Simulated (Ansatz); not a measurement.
# C2H8BN: how energies converge with the basis set

One table from this session's results is given with a row withheld; the runs are named, their logs left out.

The runs use Ansatz 0.2.0, Gaussian basis; one geometry, several basis sets.

The runs, in order: PBE0-D4/def2-SVP; ωB97M-V/def2-SVP; PBE0-D4/def2-QZVPP; ωB97M-V/def2-QZVPP; the functionals' def2-TZVPP values are taken from earlier runs.

## Structure used throughout

All runs share one geometry, relaxed beforehand with PBE0-D4 in a triple-zeta def2 set.

SMILES `CB(C)N`, 12 atoms, charge 0, spin multiplicity 1.

Atoms are counted from 1 here; the program's logs count them from 0.

Bond lengths: C1–B2 1.578 Å, C1–H5 1.094 Å, C1–H6 1.095 Å, C1–H7 1.095 Å, B2–C3 1.578 Å, B2–N4 1.398 Å, C3–H8 1.095 Å, C3–H9 1.094 Å, C3–H10 1.095 Å, N4–H11 1.006 Å, N4–H12 1.006 Å. Angles: B2–C1–H5 114.2°, B2–C1–H6 110.6°, B2–C1–H7 110.6°, H5–C1–H6 107.7°, H5–C1–H7 107.7°, H6–C1–H7 105.6°, C1–B2–C3 120.8°, C1–B2–N4 119.6°, C3–B2–N4 119.6°, B2–C3–H8 110.6°, B2–C3–H9 114.2°, B2–C3–H10 110.6°, H8–C3–H9 107.7°, H8–C3–H10 105.6°, H9–C3–H10 107.7°, B2–N4–H11 123.1°, B2–N4–H12 123.1°, H11–N4–H12 113.7°.

Set-up of the first run:

The input, in.yaml:

```yaml
crystal:
  periodic: [false, false, false]
  atoms:
    - {symbol: C, position_ang: [-0.719391, 1.135685, -0.631435]}
    - {symbol: B, position_ang: [-0.038834, -0.173361, -0.072192]}
    - {symbol: C, position_ang: [1.011828, -0.099287, 1.102606]}
    - {symbol: N, position_ang: [-0.370977, -1.414202, -0.624306]}
    - {symbol: H, position_ang: [-1.430053, 0.959671, -1.443671]}
    - {symbol: H, position_ang: [-1.250711, 1.665147, 0.166822]}
    - {symbol: H, position_ang: [0.037810, 1.837254, -0.997949]}
    - {symbol: H, position_ang: [0.569470, 0.371822, 1.987016]}
    - {symbol: H, position_ang: [1.412019, -1.070010, 1.408070]}
    - {symbol: H, position_ang: [1.858737, 0.536274, 0.821922]}
    - {symbol: H, position_ang: [-1.032395, -1.523021, -1.374036]}
    - {symbol: H, position_ang: [0.029498, -2.281171, -0.309046]}
basis:
  gaussian: {orbitals: def2-SVP}
hamiltonian: {xc: pbe0, dispersion: d4}
output: {orbitals: {seedname: orbitals}}
```

Among the steps run: PBE0-D4 in def2-SVP; ωB97M-V in def2-SVP; PBE0-D4 in def2-QZVPP; ωB97M-V in def2-QZVPP.

One table of the session follows, with a row left open; its other results are not shown here.

It belongs to the step «Functionals by basis». 

```
functional       basis  HOMO (eV)  LUMO (eV)
   PBE0-D4    def2-SVP      -7.91       1.50
   PBE0-D4  def2-TZVPP      -8.07       0.84
   PBE0-D4  def2-QZVPP      -8.10       0.53
   ωB97M-V    def2-SVP     -10.32       3.33
   ωB97M-V  def2-TZVPP          ?          ?
   ωB97M-V  def2-QZVPP     -10.50       1.61
```

**Question.** Estimate the row for ωB97M-V, def2-TZVPP.

The run gave: HOMO (eV): -10.48; LUMO (eV): 2.07. In the column «HOMO (eV)» it lies between ωB97M-V, def2-QZVPP (-10.50) and ωB97M-V, def2-SVP (-10.32).
